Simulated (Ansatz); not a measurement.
# BFH4N2: molecular dynamics

The plan is to follow the molecule's vibrations and see whether its bonds hold. The start is relaxed first. Runs: 300 steps of 1 fs under a Nosé-Hoover thermostat at 400 K. SMILES of the start: NB(N)F.

Program: Ansatz 0.2.0. Level of theory: RKS B3LYP-D4/6-31G. These are calculated values, not measurements.

## Step 1: The starting structure

Bond lengths: B1–N2 1.550 Å, N2–H3 1.060 Å, N2–H4 1.060 Å, B1–N5 1.550 Å, N5–H6 1.060 Å, N5–H7 1.060 Å, B1–F8 1.320 Å. Angles: B1–N2–H3 120.0°, B1–N2–H4 120.0°, H3–N2–H4 120.0°, N2–B1–N5 120.0°, N2–B1–F8 120.0°, N5–B1–F8 120.0°, B1–N5–H6 120.0°, B1–N5–H7 120.0°, H6–N5–H7 120.0°.

Coordinates:

```xyz
8

B     0.0000    0.0000    0.0000
N     0.0000    0.0000    1.5500
H    -0.8770   -0.2713    2.0800
H     0.8770    0.2713    2.0800
N     1.3423    0.0000   -0.7750
H     1.8089   -0.9179   -1.0268
H     1.7937    0.9179   -1.0532
F    -1.1431    0.0000   -0.6600
```

## Step 2: Preparing the start

Contents of input.yaml:

```yaml
crystal:
  periodic: [false, false, false]
  atoms:
    - { symbol: B, position_ang: [0.0, 0.0, 0.0] }
    - { symbol: "N", position_ang: [0.0, 0.0, 1.55] }
    - { symbol: H, position_ang: [-0.877, -0.2713, 2.08] }
    - { symbol: H, position_ang: [0.877, 0.2713, 2.08] }
    - { symbol: "N", position_ang: [1.3423, 0.0, -0.775] }
    - { symbol: H, position_ang: [1.8089, -0.9179, -1.0268] }
    - { symbol: H, position_ang: [1.7937, 0.9179, -1.0532] }
    - { symbol: F, position_ang: [-1.1431, 0.0, -0.66] }
basis:
  gaussian: { orbitals: "6-31G" }
hamiltonian:
  xc: b3lyp
  dispersion: d4
relax:
  f_tol: 0.02
  max_steps: 40
```

The run is started by

```sh
ansatz run input.yaml --threads 1 --pin off --max-ram 2048MiB --backend cpu --events-out ev --progress --plain --runs-dir out
```

Output (excerpt; [...] marks lines left out):

```text
Warning: RAYON_NUM_THREADS=1 ignored (pool sized by the plan → 1); use --threads N
[...]
Functional definition: B3LYP
[...]
642 factors; integrals over basis functions are off by at most 1.7e-4 eV
[...]
mean field -6439.41556332 eV, -236.6441571593 hartree, gradient 1.8e-5 eV, S^2 0.000000; 0 other end points of the search recorded, 0 dependent functions left out
[...]
reference -6439.41574045 eV, -236.6441636687 hartree; 16, 16 occupied and 28, 28 virtual orbitals, 642 factors
relax step   1: F+E_penalty+E_count = -6439.57459932 eV  Δ(F+E_penalty+E_count) = +0.000e0 eV  max|allowed force component| = 4.793e0 eV/Å  Δτ_max = 0.0000 Å  (23 SCF iters, accepted)
[...]
relax step   3: F+E_penalty+E_count = -6440.50948510 eV  Δ(F+E_penalty+E_count) = -1.533e-1 eV  max|allowed force component| = 1.406e0 eV/Å  Δτ_max = 0.0805 Å  (26 SCF iters, accepted)
[...]
relax step   5: F+E_penalty+E_count = -6440.67687431 eV  Δ(F+E_penalty+E_count) = -6.919e-2 eV  max|allowed force component| = 1.210e0 eV/Å  Δτ_max = 0.1966 Å  (26 SCF iters, accepted)
[...]
relax step   7: F+E_penalty+E_count = -6441.01392017 eV  Δ(F+E_penalty+E_count) = -1.514e-1 eV  max|allowed force component| = 5.724e-1 eV/Å  Δτ_max = 0.2000 Å  (26 SCF iters, accepted)
[...]
relax step   9: F+E_penalty+E_count = -6441.10555360 eV  Δ(F+E_penalty+E_count) = -1.448e-2 eV  max|allowed force component| = 1.905e-2 eV/Å  Δτ_max = 0.1102 Å  (22 SCF iters, accepted)
[...]
relax step  10: F+E_penalty+E_count = -6441.10625962 eV  Δ(F+E_penalty+E_count) = -7.060e-4 eV  max|allowed force component| = 4.572e-2 eV/Å  Δτ_max = 0.0402 Å  (23 SCF iters, accepted)
[...]
relax step  11: F+E_penalty+E_count = -6441.10634671 eV  Δ(F+E_penalty+E_count) = -8.709e-5 eV  max|allowed force component| = 1.951e-3 eV/Å  Δτ_max = 0.0048 Å  (21 SCF iters, accepted)
642 factors; integrals over basis functions are off by at most 1.6e-4 eV
mean field -6440.94295744 eV, -236.7002878581 hartree, gradient 1.4e-5 eV, S^2 0.000000; 1 other end points of the search recorded, 0 dependent functions left out
[...]
reference -6440.94313012 eV, -236.7002942039 hartree; 16, 16 occupied and 28, 28 virtual orbitals, 642 factors
Total energy: -6441.10651938 eV, -236.7062986486 hartree
Atom 0 at     0.110119     0.104027     0.072334 Å, force     0.001676    -0.000615     0.001412 eV/Å
Atom 1 at     0.034094    -0.149093     1.461164 Å, force    -0.001248     0.000037    -0.000209 eV/Å
Atom 2 at    -0.843595    -0.086071     1.952576 Å, force     0.000608    -0.000275    -0.000141 eV/Å
Atom 3 at     0.824770    -0.400996     2.031962 Å, force     0.000574     0.000317     0.000788 eV/Å
Atom 4 at     1.288409     0.043189    -0.706517 Å, force    -0.000544     0.000249    -0.001058 eV/Å
Atom 5 at     2.196351    -0.188808    -0.337390 Å, force     0.000639    -0.000585     0.000102 eV/Å
Atom 6 at     1.266935     0.236122    -1.695506 Å, force     0.000246     0.000258     0.000342 eV/Å
Atom 7 at    -1.075283     0.441632    -0.583622 Å, force    -0.001951     0.000614    -0.001236 eV/Å
Dipole moment:     0.496220    -0.141422     0.274565 e Å
```

It took 16 s on 1 thread of Arm Neoverse V2, shared host; peak memory 0.12 GiB.

The steps of the relaxation:

```
step  energy from step 1 (eV)  largest force component (eV/Å)
   1                   0.0000                          4.7927
   2                  -0.7816                          2.3344
   3                  -0.9349                          1.4056
   4                  -1.0331                          0.4439
   5                  -1.1023                          1.2105
   6                  -1.2879                          0.8597
   7                  -1.4393                          0.5724
   8                  -1.5165                          0.1592
   9                  -1.5310                          0.0191
  10                  -1.5317                          0.0457
  11                  -1.5317                          0.0020
```

Step 1 is the start.

After: Bond lengths: B1–N2 1.414 Å, N2–H3 1.008 Å, N2–H4 1.007 Å, B1–N5 1.414 Å, N5–H6 1.007 Å, N5–H7 1.008 Å, B1–F8 1.396 Å. Angles: B1–N2–H3 121.0°, B1–N2–H4 124.0°, H3–N2–H4 115.0°, N2–B1–N5 125.3°, N2–B1–F8 117.3°, N5–B1–F8 117.3°, B1–N5–H6 124.0°, B1–N5–H7 121.0°, H6–N5–H7 115.0°.

## Step 3: The run

300 steps of 1 fs under a Nosé-Hoover thermostat at 400 K, from the relaxed start.

Contents of input.yaml:

```yaml
crystal:
  periodic: [false, false, false]
  atoms:
    - { symbol: B, position_ang: [0.110119, 0.104027, 0.072334] }
    - { symbol: "N", position_ang: [0.034094, -0.149093, 1.461164] }
    - { symbol: H, position_ang: [-0.843595, -0.086071, 1.952576] }
    - { symbol: H, position_ang: [0.82477, -0.400996, 2.031962] }
    - { symbol: "N", position_ang: [1.288409, 0.043189, -0.706517] }
    - { symbol: H, position_ang: [2.196351, -0.188808, -0.33739] }
    - { symbol: H, position_ang: [1.266935, 0.236122, -1.695506] }
    - { symbol: F, position_ang: [-1.075283, 0.441632, -0.583622] }
basis:
  gaussian: { orbitals: "6-31G" }
hamiltonian:
  xc: b3lyp
  dispersion: d4
md:
  timestep: 1.0
  n_steps: 300
  ensemble: nvt_nose_hoover
  temperature: 400.0
  initial_velocities: maxwell_boltzmann
  seed: 981968
  nose_hoover: { tau: 20.0, chain_length: 5 }
```

The run is started by

```sh
ansatz run input.yaml --threads 1 --pin off --max-ram 2048MiB --backend cpu --events-out ev --progress --plain --runs-dir out
```

Output (excerpt; [...] marks lines left out):

```text
Warning: RAYON_NUM_THREADS=1 ignored (pool sized by the plan → 1); use --threads N
[...]
Functional definition: B3LYP
[...]
643 factors; integrals over basis functions are off by at most 1.5e-4 eV
[...]
mean field -6440.94296120 eV, -236.7002879960 hartree, gradient 5.5e-5 eV, S^2 0.000000; 0 other end points of the search recorded, 0 dependent functions left out
[...]
reference -6440.94313209 eV, -236.7002942764 hartree; 16, 16 occupied and 28, 28 virtual orbitals, 643 factors
md step     0: t =     0.00 fs  T =   400.0 K  F+E_penalty+E_count = -6441.10635047 eV  E_kin = 0.310224 eV  conserved = -6440.79612647 eV  (21 SCF iters)
[...]
md step    18: t =    18.00 fs  T =   324.3 K  F+E_penalty+E_count = -6440.98863180 eV  E_kin = 0.251502 eV  conserved = -6440.79464809 eV  (23 SCF iters, 3 dispersion substeps)
[...]
md step    36: t =    36.00 fs  T =   312.7 K  F+E_penalty+E_count = -6440.83231383 eV  E_kin = 0.242524 eV  conserved = -6440.78799382 eV  (23 SCF iters, 3 dispersion substeps)
[...]
md step    54: t =    54.00 fs  T =   277.5 K  F+E_penalty+E_count = -6440.72468922 eV  E_kin = 0.215241 eV  conserved = -6440.77999963 eV  (22 SCF iters, 3 dispersion substeps)
[...]
md step    70: t =    70.00 fs  T =   602.6 K  F+E_penalty+E_count = -6440.92104064 eV  E_kin = 0.467380 eV  conserved = -6440.79022385 eV  (22 SCF iters, 3 dispersion substeps)
md step    71: t =    71.00 fs  T =   573.4 K  F+E_penalty+E_count = -6440.88763388 eV  E_kin = 0.444715 eV  conserved = -6440.78862408 eV  (22 SCF iters, 3 dispersion substeps)
```

## Step 4: The output, continued: dynamics from the start

Output, continued (excerpt; [...] marks lines left out):

```text
md step    72: t =    72.00 fs  T =   435.5 K  F+E_penalty+E_count = -6440.76411513 eV  E_kin = 0.337731 eV  conserved = -6440.77931371 eV  (22 SCF iters, 3 dispersion substeps)
[...]
md step    95: t =    95.00 fs  T =   391.6 K  F+E_penalty+E_count = -6440.55884999 eV  E_kin = 0.303697 eV  conserved = -6440.77421831 eV  (24 SCF iters, 3 dispersion substeps)
[...]
md step   118: t =   118.00 fs  T =   583.0 K  F+E_penalty+E_count = -6440.80459154 eV  E_kin = 0.452170 eV  conserved = -6440.78938791 eV  (23 SCF iters, 5 dispersion substeps)
[...]
md step   141: t =   141.00 fs  T =   400.8 K  F+E_penalty+E_count = -6440.92320379 eV  E_kin = 0.310808 eV  conserved = -6440.79129625 eV  (24 SCF iters, 5 dispersion substeps)
[...]
md step   162: t =   162.00 fs  T =   344.6 K  F+E_penalty+E_count = -6440.89937212 eV  E_kin = 0.267237 eV  conserved = -6440.78949569 eV  (22 SCF iters, 3 dispersion substeps)
md step   163: t =   163.00 fs  T =   281.4 K  F+E_penalty+E_count = -6440.84848951 eV  E_kin = 0.218258 eV  conserved = -6440.78906434 eV  (22 SCF iters, 3 dispersion substeps)
```

## Step 5: More of the same log: dynamics from the start

The log, continued (excerpt; [...] marks lines left out):

```text
md step   164: t =   164.00 fs  T =   203.7 K  F+E_penalty+E_count = -6440.78469771 eV  E_kin = 0.157958 eV  conserved = -6440.78700214 eV  (23 SCF iters, 3 dispersion substeps)
[...]
md step   183: t =   183.00 fs  T =   371.6 K  F+E_penalty+E_count = -6440.76747712 eV  E_kin = 0.288200 eV  conserved = -6440.78258524 eV  (23 SCF iters, 3 dispersion substeps)
[...]
md step   202: t =   202.00 fs  T =   527.5 K  F+E_penalty+E_count = -6440.72728011 eV  E_kin = 0.409144 eV  conserved = -6440.78422133 eV  (22 SCF iters, 5 dispersion substeps)
[...]
md step   221: t =   221.00 fs  T =   449.9 K  F+E_penalty+E_count = -6440.67086078 eV  E_kin = 0.348936 eV  conserved = -6440.77884412 eV  (24 SCF iters, 5 dispersion substeps)
[...]
Total energy: -6440.85770465 eV, -236.6971548756 hartree
Atom 0 at     0.113713     0.091277     0.058622 Å, force    -0.257025     0.552914    -1.206944 eV/Å
Atom 1 at     0.023744    -0.122115     1.424720 Å, force    -1.338592    -0.648724     1.874437 eV/Å
Atom 2 at    -0.837715    -0.239215     1.984826 Å, force     0.452794     0.251811    -1.177746 eV/Å
Atom 3 at     0.790244    -0.195938     2.043645 Å, force     1.226181    -0.060047     0.289974 eV/Å
Atom 4 at     1.333655     0.037244    -0.699555 Å, force    -0.405778    -0.964450     1.501146 eV/Å
Atom 5 at     2.095796    -0.578841    -0.419418 Å, force    -0.273483     0.476452    -0.077425 eV/Å
Atom 6 at     1.497469     0.563665    -1.515905 Å, force     0.002158     0.432352    -1.056235 eV/Å
Atom 7 at    -1.108433     0.433941    -0.561592 Å, force     0.593745    -0.040309    -0.147208 eV/Å
Dipole moment:     0.511256    -0.161524     0.344679 e Å
```

Wall time 5.6 min (1 thread of Arm Neoverse V2, shared host); peak memory 0.094 GiB.

## Step 6: The trajectory

One step in 22; energies are changes from step 0:

```
time (fs)  T (K)  potential energy change (meV/atom)  conserved energy change (meV/atom)
      0.0    400                                 0.0                                0.00
     22.0    297                                23.8                                0.61
     44.0    249                                45.3                                1.59
     66.0    204                                59.4                                1.52
     88.0    644                                35.8                                1.14
    110.0    717                                34.1                                0.61
    132.0    464                                24.4                                0.58
    154.0    298                                29.9                                1.04
    176.0    193                                48.2                                1.29
    198.0    565                                42.3                                1.70
    220.0    556                                43.4                                1.12
    242.0    573                                23.7                                0.00
    264.0    235                                38.0                                0.59
    286.0    353                                29.9                                0.82
    300.0    446                                31.1                                0.42
```

time (fs), T (K) and a bar:
```
      0.0        400 ###############
     13.0        174 ##
     26.0        144 
     39.0        466 ##################
     52.0        481 ###################
     65.0        160 #
     78.0        518 #####################
     91.0        672 ##############################
    104.0        292 ########
    117.0        396 ##############
    130.0        425 ################
    143.0        297 #########
    157.0        261 #######
    170.0        402 ###############
    183.0        372 #############
    196.0        392 ##############
    209.0        588 #########################
    222.0        424 ################
    235.0        303 #########
    248.0        369 #############
    261.0        364 #############
    274.0        282 ########
    287.0        401 ###############
    300.0        446 #################
```

Maxima of the velocity power spectrum (cm⁻¹, relative height; resolution about 220 cm⁻¹): 390 (37), 1670 (100), 3750 (35).

## Step 7: Positions and forces

Extended XYZ, with forces in eV/Å:

```xyz
8
time_fs=38.0 T=406 dE=0.2145
B     0.093    0.066    0.072    0.113    0.774   -0.465
N     0.046   -0.141    1.469   -2.088   -0.103   -0.462
H    -0.853   -0.178    1.985    1.213    0.051   -0.534
H     0.875   -0.265    1.979    0.929   -0.219    1.020
N     1.292    0.052   -0.702   -1.293    0.399   -0.869
H     2.096   -0.376   -0.277    0.613    0.180   -0.709
H     1.256    0.403   -1.698    0.602   -0.918    1.908
F    -1.073    0.450   -0.595   -0.090   -0.164    0.110
8
time_fs=75.0 T=289 dE=0.4679
B     0.099    0.135    0.066    2.222   -0.748    0.226
N     0.008   -0.151    1.458    1.183   -0.034   -1.041
H    -0.880   -0.012    1.890   -0.196   -0.135    0.765
H     0.783   -0.612    1.938   -0.831    0.373    0.130
N     1.338    0.035   -0.732   -3.187    0.206    1.269
H     2.206    0.147   -0.214    0.084   -0.314   -1.376
H     1.107   -0.094   -1.731    1.639    0.348    0.827
F    -1.074    0.438   -0.556   -0.914    0.304   -0.800
8
time_fs=112.0 T=377 dE=0.5374
B     0.091    0.096    0.093   -0.412   -0.142   -0.446
N     0.037   -0.156    1.481    3.686    0.089   -1.599
H    -0.766   -0.125    2.022   -1.359   -0.073    1.437
H     1.013   -0.183    1.873   -2.023   -0.099    0.330
N     1.278    0.044   -0.691    0.900   -0.578    0.553
H     2.118   -0.565   -0.404   -1.735    1.904   -1.234
H     1.220    0.652   -1.530    0.944   -1.247    0.577
F    -1.067    0.439   -0.622    0.000    0.147    0.383
8
time_fs=150.0 T=419 dE=0.1474
B     0.111    0.118    0.046    0.620   -0.443    1.184
N     0.007   -0.155    1.442   -0.559    0.408   -0.573
H    -0.898   -0.049    1.912    0.921   -0.154   -0.142
H     0.813   -0.425    1.967    0.016   -0.152    0.559
N     1.319    0.043   -0.699    1.471    0.031   -0.372
H     2.306   -0.024   -0.335   -1.932    0.024   -0.317
H     1.299    0.073   -1.720   -0.075    0.106    0.489
F    -1.082    0.437   -0.553   -0.463    0.179   -0.828
8
time_fs=188.0 T=566 dE=0.2419
B     0.112    0.136    0.102   -1.432   -0.265   -0.100
N     0.039   -0.156    1.487   -1.438    0.415   -0.228
H    -0.823   -0.137    2.065    1.164   -0.009   -0.845
H     0.873   -0.467    1.917    0.640   -0.311    0.916
N     1.249    0.044   -0.689    0.662    0.422   -1.632
H     2.173   -0.170   -0.458    1.427   -0.540    1.409
H     1.296    0.261   -1.676   -1.025    0.136   -0.017
F    -1.055    0.432   -0.626    0.001    0.153    0.496
8
time_fs=225.0 T=365 dE=0.4903
B     0.107    0.061    0.024   -0.508    0.579    1.070
N     0.015   -0.142    1.428    2.240    0.039    0.759
H    -0.812   -0.190    1.974   -0.946   -0.018   -0.032
H     0.848   -0.052    2.040   -0.757   -0.332   -0.842
N     1.321    0.043   -0.680   -1.191    0.748   -1.178
H     2.165   -0.345   -0.461    2.316   -1.748    2.254
H     1.551    0.397   -1.575   -1.286    0.895   -1.330
F    -1.100    0.448   -0.553    0.132   -0.164   -0.701
8
time_fs=262.0 T=295 dE=0.2664
B     0.108    0.120    0.102   -0.054    0.038   -0.536
N     0.022   -0.151    1.483    2.469   -1.332    0.314
H    -0.747   -0.063    2.075   -1.780    0.565    0.516
H     0.741   -0.711    1.984   -0.436    0.845   -0.911
N     1.270    0.059   -0.710   -0.146   -0.106    0.921
H     2.222    0.102   -0.445    0.743   -0.043    0.862
H     1.205   -0.083   -1.680   -0.554    0.061   -1.442
F    -1.051    0.439   -0.613   -0.242   -0.028    0.275
8
time_fs=300.0 T=446 dE=0.2488
B     0.114    0.091    0.059   -0.257    0.553   -1.207
N     0.024   -0.122    1.425   -1.339   -0.649    1.874
H    -0.838   -0.239    1.985    0.453    0.252   -1.178
H     0.790   -0.196    2.044    1.226   -0.060    0.290
N     1.334    0.037   -0.700   -0.406   -0.964    1.501
H     2.096   -0.579   -0.419   -0.274    0.476   -0.077
H     1.498    0.564   -1.516    0.002    0.432   -1.056
F    -1.108    0.434   -0.562    0.594   -0.040   -0.147
```

## Step 8: What came out

```
                              quantity                          value
               relaxation of the start       10 moves, 1.532 eV lower
                                length              300 steps of 1 fs
      temperature, first and last step                  400 and 446 K
              temperature, second half  mean 387 K, from 151 to 738 K
         potential energy, second half    +38 meV/atom from the start
largest change of the conserved energy                  3.16 meV/atom
                bonds formed or broken                              0
```

**Reading.** Against a set 400 K the second half averages 387 K with a spread of 124 K. The conserved energy strays from its start by at most 3.16 meV/atom, 8.5 % of the mean kinetic energy, which is poor: the step of 1 fs is too long for the fastest motion. The bonds all hold. Averages from a run of 300 fs with 8 atoms are rough. The nuclei move classically, without zero-point motion, which matters most for hydrogen. In so small a basis the energies are only a sketch.
